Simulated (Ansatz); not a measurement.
Task: a relaxed scan of one distance of CH₄BI, SMILES CBI, with Ansatz 0.2.0, Python API. Give the script and its output. Use (for the species named): Hartree-Fock, def2-SVP basis, multiplicity 1.

```xyz
7

C    -0.6136   -0.0597   -0.4032
B     0.6555   -0.2592    0.4272
I     1.8295    1.4583    1.0910
H    -1.2999    0.6048    0.1757
H    -0.4078    0.5150   -1.3701
H    -1.1300   -0.9739   -0.6649
H     1.0275   -1.3533    0.6987
```

Script `ch4bi_relaxed_scan.py`:
```python
import ansatz as az
import numpy as np

BASIS_SET = 'def2-SVP'
XC = 'HF'


def main() -> None:
    geometry_ang = [
        ('C', (-0.6136, -0.0597, -0.4032)),
        ('B', (0.6555, -0.2592, 0.4272)),
        ('I', (1.8295, 1.4583, 1.091)),
        ('H', (-1.2999, 0.6048, 0.1757)),
        ('H', (-0.4078, 0.515, -1.3701)),
        ('H', (-1.13, -0.9739, -0.6649)),
        ('H', (1.0275, -1.3533, 0.6987)),
    ]
    molecule = az.Crystal.molecule()
    for symbol, xyz in geometry_ang:
        molecule = molecule.atom(symbol, xyz)

    base = molecule.calculation().basis(gaussian=BASIS_SET).functional(XC)
    symbols = [site.symbol for site in molecule.cartesian_sites]
    pairs = [(0, 1), (0, 3), (0, 4), (0, 5), (1, 2), (1, 6)]
    print('held (A)   E (eV)        ', '  '.join(f'{symbols[i]}{i}-{symbols[j]}{j}' for i, j in pairs))
    for length in [1.0, 1.08, 1.17, 1.3, 1.46]:
        rep = base.relax(constraints=[az.DistanceConstraint((0, 5), at=length)], force_tolerance=0.02, max_steps=60).run(threads=1, backend='cpu').report
        xyz = np.array(rep['positions_ang'])
        print(f'{length:6.2f} {rep["free_energy_ev"]:14.5f}  ', '  '.join(f'{np.linalg.norm(xyz[i] - xyz[j]):.3f}' for i, j in pairs))


if __name__ == '__main__':
    main()
```

```console
$ python ch4bi_relaxed_scan.py
held (A)   E (eV)         C0-B1  C0-H3  C0-H4  C0-H5  B1-I2  B1-H6
DeckWarning: relax.constraints: the input's atoms, or those drawn, lie off the distances that are held; a relaxation that starts there is brought onto them ahead of its first SCF, by positions alone, an atom by 4.10e-2 Å at the most. With the symmetry detection on, the symmetry is detected on the input's atoms as so brought (as typed, where only the drawn atoms reach the distances), and notices that speak of the structure as typed mean those atoms
  1.00    -9837.04343   1.568  1.094  1.094  1.000  2.163  1.193
  1.08    -9837.21753   1.567  1.094  1.094  1.080  2.163  1.193
  1.17    -9837.12139   1.567  1.093  1.094  1.170  2.163  1.192
  1.30    -9836.67707   1.566  1.092  1.092  1.300  2.163  1.192
  1.46    -9835.91396   1.564  1.090  1.091  1.460  2.164  1.190
```
(Warnings from the package without file and line, repeats left out.)

Total energies depend on the basis set; only differences at equal settings carry meaning. The energies are electronic: no zero-point or thermal terms, and the basis set is short of its limit. def2 sets replace the cores of elements past krypton by effective core potentials. Timing: 40 s on 1 thread of INTEL(R) XEON(R) PLATINUM 8581C CPU @ 2.10GHz (Emerald Rapids), with other jobs on the host, peak memory 0.22 GiB.
